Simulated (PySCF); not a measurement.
# C2H6BFO: the cost of one run

Computed with PySCF 2.14.0, with density-fitted response routines of our own, on a single molecule in the gas phase. Atoms are numbered from 0 throughout.

### Step 1. The starting structure

11 atoms, charge 0, multiplicity 1; geometry from: GFN2-xTB. The atoms were then displaced at random by about 0.01 Å, so the start is not that level's minimum.

Bonds of the start (Å): B0–O1 1.36, O1–C2 1.40, C2–C3 1.48, C2–F4 1.38, B0–H5 1.15, B0–H6 1.17, C2–H7 1.10, C3–H8 1.06, C3–H9 1.12, C3–H10 1.10.

### Step 2. Geometry optimisation at PBE0-D3(BJ)/def2-SVP

Job settings and geometry (Å):

```
{"job": {"xc": "PBE0", "basis": "def2-SVP", "d3": "d3bj", "grid": 1, "shake": 0.01, "kind": "geom"}, "charge": 0, "multiplicity": 1}
B      2.047740    -0.162820     0.189080
O      0.788120     0.269940     0.461110
C     -0.380960    -0.392080     0.079220
C     -1.427850     0.595410    -0.279100
F     -0.774110    -1.149450     1.158160
H      2.226180    -1.090430    -0.475280
H      2.893560     0.529260     0.615730
H     -0.153740    -1.113710    -0.723710
H     -1.166600     1.165610    -1.133630
H     -2.383710     0.050640    -0.472000
H     -1.630540     1.271790     0.564750
```

Launch:

```console
OMP_NUM_THREADS=1 python probes_run.py task.json out
```

One launch serves the whole session: the jobs run in the order shown.

**Question.** How long does this first job take on 1 thread of Intel Xeon Platinum 8488C, shared host, and how much memory does it need?

About 33 s, with a peak of 0.42 GiB.
